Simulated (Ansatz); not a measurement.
# CoF (triplet): from Hartree-Fock to the top rungs, def2-QZVPP

The task here is to estimate one member of a computed series from the others.

Method: def2-QZVPP, core rule «outside noble gas», up to 10 orbitals frozen; program: Ansatz 0.2.0, Gaussian basis.

Plan: UHF; ROHF; CCSD(T) on UHF.

2 further runs of the same task are left out: 2 set aside as unsound or not needed.

## The geometry

The geometry is a PBE0/def2-TZVP stationary point (not a proven minimum).

2 atoms, charge 0, spin multiplicity 3.

Atoms are counted from 1 here; the program's logs count them from 0.

Bond lengths: Co1–F2 1.746 Å.

Set-up of the first run:

in.yaml

```yaml
crystal:
  periodic: [false, false, false]
  atoms:
    - {symbol: Co, position_ang: [0.000000, 0.000000, 0.000000]}
    - {symbol: F, position_ang: [0.000000, 0.000000, 1.746400]}
basis:
  gaussian: {orbitals: "def2-QZVPP.json"}
magnetization: {spin_polarized: true, initial_magnetization: 2}
hamiltonian: {xc: hf}
output: {orbitals: {seedname: orbitals}}
```

Run with:

```
$ ansatz run in.yaml --threads 1 --pin off --events-out ev --progress --plain --max-ram 4096MiB --backend cpu
```

Steps of the session up to this table: UHF; ROHF; CCSD(T) on UHF.

One table of the session follows, with a row left open; its other results are not shown here.

It belongs to the step «Misses and costs». 

```
  method  from UCCSD(T) (meV)
    ROHF             +17395.9
     UHF             +15251.2
    UMP2               +646.4
   UCCSD                    ?
UCCSD(T)                    0
```

Q: Estimate the row for UCCSD from the others.

As computed: from UCCSD(T) (meV): +525.9. In the column «from UCCSD(T) (meV)» it lies between UCCSD(T) (0) and UMP2 (+646.4).

The program flags UCCSD(T) as in doubt (see the logs), so the zero of the table is itself unsure.

Caveats from the session: The determinant is far from a pure spin state, so its energy mixes those of several spin states (harmless only where they are near-degenerate, as at dissociation). The program flags UCCSD(T) as in doubt, so the zero of the table is itself unsure.
